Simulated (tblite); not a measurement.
# C8H12OSi: the cost of one run

Computed with tblite 0.8.0 and PySCF 2.14.0, with density-fitted response routines of our own, on a single molecule in the gas phase. Atoms are numbered from 0 throughout.

**1. The starting structure**

22 atoms, charge 0, multiplicity 1; geometry from: force field or distance geometry start.

Bonds of the start (Å): C0–C1 1.32, C1–C2 1.50, C2–C3 1.49, C3–C4 1.38, C4–C5 1.38, C5–C6 1.38, C6–Si7 1.84, Si7–C8 1.86, C6–O9 1.32, O9–C3 1.30, C0–H10 1.11, C0–H11 1.09, C1–H12 1.07, C2–H13 1.10, C2–H14 1.11, C4–H15 1.09, C5–H16 1.11, Si7–H17 1.48, Si7–H18 1.49, C8–H19 1.09, C8–H20 1.12, C8–H21 1.12.

**2. Optimising the geometry with GFN2-xTB**

What the job is given:

```
{"job": {"kind": "relax", "xc": "GFN2-xTB", "basis": "xTB"}, "charge": 0, "multiplicity": 1}
C     -4.116000     0.151000    -0.228500
C     -3.011100    -0.539900    -0.411900
C     -2.231500    -0.907400     0.820700
C     -0.879600    -0.296600     0.703200
C     -0.457000     0.941100     1.150000
C      0.878900     1.000400     0.803600
C      1.209400    -0.191300     0.192100
Si     2.837300    -0.733000    -0.475600
C      3.727700     0.654400    -1.337900
O      0.120100    -0.941600     0.167000
H     -4.756500     0.460700    -1.078700
H     -4.416700     0.416700     0.790000
H     -2.709600    -0.816500    -1.399800
H     -2.770800    -0.567400     1.713400
H     -2.111300    -2.008000     0.782000
H     -1.036000     1.716800     1.648700
H      1.558600     1.851300     0.997800
H      2.669300    -1.920400    -1.349600
H      3.726900    -1.184500     0.628200
H      4.068900     0.400100    -2.346500
H      4.633500     0.987500    -0.778400
H      3.055100     1.545900    -1.391500
```

The run is started by

```console
OMP_NUM_THREADS=1 python probes_run.py task.json out
```

The driver reads the jobs from task.json and runs them one after another.

Q: Estimate the wall time of this first job on 1 thread of Arm Neoverse N1, shared host.

About 1.7 s.
